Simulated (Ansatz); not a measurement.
# CH₅FSiZn: up Jacob's ladder to CCSD(T)

One table from this session's results is given with a row withheld; the runs are named, their logs left out.

Program: Ansatz 0.2.0, Gaussian basis. Level of theory: functionals in def2-TZVPP, the program's frozen cores in correlated methods. These are calculated values, not measurements.

The runs, in order: LDA (SPW92), PBE-D4, revPBE-D4, BLYP-D4, r2SCAN-D4, B97M-V, PBE0-D4, B3LYP-D4, r2SCANh-D4, r2SCAN0-D4, HSE06-D4, BHLYP-D4, CAM-B3LYP-D4, LC-ωPBE, ωB97X-V, ωB97M-V, B2PLYP, PBE-QIDH; CCSD(T)/def2-SVP; CCSD(T)/def2-TZVPP; MP2/def2-QZVPP; extrapolation to the limit; RPA on PBE.

## The relaxed structure

An earlier PBE0-D4 in a triple-zeta def2 set relaxation fixed the geometry.

SMILES `C[SiH2][Zn][F]`, 9 atoms, charge 0, spin multiplicity 1.

Atoms are counted from 1 here; the program's logs count them from 0.

Bond lengths: C1–Si2 1.880 Å, C1–H5 1.092 Å, C1–H6 1.092 Å, C1–H7 1.092 Å, Si2–Zn3 2.342 Å, Si2–H8 1.491 Å, Si2–H9 1.491 Å, Zn3–F4 1.764 Å. Angles: Si2–C1–H5 111.0°, Si2–C1–H6 110.1°, Si2–C1–H7 111.1°, H5–C1–H6 108.2°, H5–C1–H7 108.1°, H6–C1–H7 108.2°, C1–Si2–Zn3 113.1°, C1–Si2–H8 109.8°, C1–Si2–H9 109.9°, Zn3–Si2–H8 108.5°, Zn3–Si2–H9 108.5°, H8–Si2–H9 106.9°, Si2–Zn3–F4 179.8°.

Set-up of the first run:

Contents of in.yaml:

```yaml
crystal:
  periodic: [false, false, false]
  atoms:
    - {symbol: C, position_ang: [-0.696531, 1.088526, -0.513400]}
    - {symbol: Si, position_ang: [-0.095835, -0.192940, 0.723465]}
    - {symbol: Zn, position_ang: [1.451353, -1.696106, -0.189435]}
    - {symbol: F, position_ang: [2.615794, -2.825234, -0.883572]}
    - {symbol: H, position_ang: [-1.190736, 0.612441, -1.362508]}
    - {symbol: H, position_ang: [-1.411586, 1.763361, -0.037352]}
    - {symbol: H, position_ang: [0.133829, 1.685877, -0.894824]}
    - {symbol: H, position_ang: [-1.254500, -0.968931, 1.250643]}
    - {symbol: H, position_ang: [0.536712, 0.486709, 1.889884]}
basis:
  gaussian: {orbitals: def2-TZVPP}
hamiltonian: {xc: lda}
output: {orbitals: {seedname: orbitals}}
```

Run with:

```bash
ansatz run in.yaml --threads 4 --pin off --events-out ev --progress --plain --max-ram 10444MiB
```

Among the steps run: LDA; PBE-D4 (GGA); revPBE-D4 (GGA); BLYP-D4 (GGA); r2SCAN-D4 (meta-GGA); B97M-V (meta-GGA); B3LYP-D4 (hybrid); r2SCANh-D4 (hybrid); r2SCAN0-D4 (hybrid); HSE06-D4 (hybrid); BHLYP-D4 (hybrid); CAM-B3LYP-D4 (range-separated); LC-ωPBE (range-separated); ωB97X-V (range-separated); ωB97M-V (range-separated); B2PLYP (double hybrid); PBE-QIDH (double hybrid).

One of the session's tables, all rows but one given; the rest of the session is left out.

It belongs to the step «Orbital energies across the functionals». 

| functional | HOMO (eV) | gap (eV) |
| --- | --- | --- |
| LDA (SPW92) | -7.24 | 5.34 |
| PBE-D4 | -7.05 | 5.36 |
| revPBE-D4 | -6.98 | 5.38 |
| BLYP-D4 | -6.94 | 5.33 |
| r2SCAN-D4 | -7.30 | 5.86 |
| B97M-V | -7.30 | 5.64 |
| PBE0-D4 | ? | ? |
| B3LYP-D4 | -7.93 | 6.72 |
| r2SCANh-D4 | -7.68 | 6.49 |
| r2SCAN0-D4 | -8.25 | 7.43 |
| HSE06-D4 | -7.68 | 6.35 |
| BHLYP-D4 | -9.03 | 8.72 |
| CAM-B3LYP-D4 | -9.39 | 9.25 |
| LC-ωPBE | -10.64 | 11.61 |
| ωB97X-V | -10.30 | 11.13 |
| ωB97M-V | -10.15 | 10.67 |

Q: Estimate the row for PBE0-D4 from the others.

The run gave: HOMO (eV): -8.08; gap (eV): 7.11. In the column «HOMO (eV)» it lies between r2SCAN0-D4 (-8.25) and B3LYP-D4 (-7.93).
